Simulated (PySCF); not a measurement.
# WOF4: singlet, from a square pyramidal (ligand arrangement 2) start

Where does singlet WOF4 go from a square pyramidal (ligand arrangement 2) start, is the end point a minimum, and what are its modes, charges and moments?

Method: PBE0, basis W def2-TZVP with ECP60, O def2-TZVP, F def2-TZVP, scalar-relativistic core potentials, no spin–orbit coupling, density fitting; program: PySCF 2.14.0.

## (1) The starting structure

6 atoms, charge 0, spin multiplicity 1.

Bond lengths: W1–O2 1.770 Å, W1–F3 2.010 Å, W1–F4 2.010 Å, W1–F5 2.010 Å, W1–F6 2.010 Å. Angles: O2–W1–F3 102.0°, O2–W1–F4 102.0°, O2–W1–F5 102.0°, O2–W1–F6 102.0°, F3–W1–F4 87.5°, F3–W1–F5 156.0°, F3–W1–F6 87.5°, F4–W1–F5 87.5°, F4–W1–F6 156.0°, F5–W1–F6 87.5°.

```xyz
6
charge 0 multiplicity 1
W     0.0000    0.0000    0.0000
O     0.0000    0.0000    1.7700
F     1.9661    0.0000   -0.4179
F     0.0000    1.9661   -0.4179
F    -1.9661    0.0000   -0.4179
F     0.0000   -1.9661   -0.4179
```

## (2) Finding the electronic state

The steps below are one call of a driver around PySCF. For each, scf.py gives the equivalent set-up of the SCF; relaxations use the driver's own optimiser. After this first run the driver tries any further starts and a stability analysis.

scf.py

```python
from pyscf import gto, scf, dft
mol = gto.M(atom='''
W      0.000000     0.000000     0.000000
O      0.000000     0.000000     1.770000
F      1.966100     0.000000    -0.417900
F      0.000000     1.966100    -0.417900
F     -1.966100     0.000000    -0.417900
F     -0.000000    -1.966100    -0.417900''',
    basis={'W': 'def2-TZVP', 'O': 'def2-TZVP', 'F': 'def2-TZVP'},
    ecp={'W': 'def2-TZVP'},
    charge=0, spin=0)
mf = dft.RKS(mol, xc='PBE0')
mf.grids.atom_grid = (50, 194)
aux = {'W': 'def2-universal-JKFIT', 'O': 'def2-universal-JKFIT', 'F': 'def2-universal-JKFIT'}
mf = mf.density_fit(auxbasis=aux)
mf.conv_tol = 1e-08
mf.diis_space = 10
mf.max_cycle = 60
mf.init_guess = 'minao'
mf.verbose = 4
mf.kernel()
```

The run is started by

```
$ OMP_NUM_THREADS=4 python axn.py task.json out
```

Further steps of the session: Relaxing the singlet from the square pyramidal (ligand arrangement 2) start; Vibrations and properties at this point.

Before running it: what results should come out? Wanted: minimum; geometry; wavenumbers; dipole moment; highest occupied, lowest empty level; polar-tensor charge of W1; zero-point energy; atomisation energy.

The runs gave:

| quantity | value |
| --- | --- |
| minimum | singlet, C4v |
| geometry | W–F 1.848 Å (×4), W–O 1.671 Å; F–W–F 86.1° (×4), F–W–F 149.8° (×2), F–W–O 105.1° (×4) |
| wavenumbers (cm⁻¹) | 102 (b1), 239 (e), 246 (a1), 301 (e), 337 (b2), 651 (b1), 707 (e), 741 (a1), 1104 (a1) |
| dipole moment | 0.44 D |
| highest occupied, lowest empty level | -11.69, -4.05 eV |
| polar-tensor charge of W1 | +3.31 e |
| zero-point energy | 33.9 kJ/mol |
| entropy at 298.15 K | 341.2 J/(mol K) |
| atomisation energy (no zero-point energy) | 2813 kJ/mol |

The square pyramidal (ligand arrangement 2) start keeps its C4v symmetry and ends in a minimum. In the infrared the band at 707 cm⁻¹ (e, stretch) leads. Only this shape and spin were tried, so other structures or states may lie lower. With an element this heavy the missing spin–orbit coupling can shift these numbers.
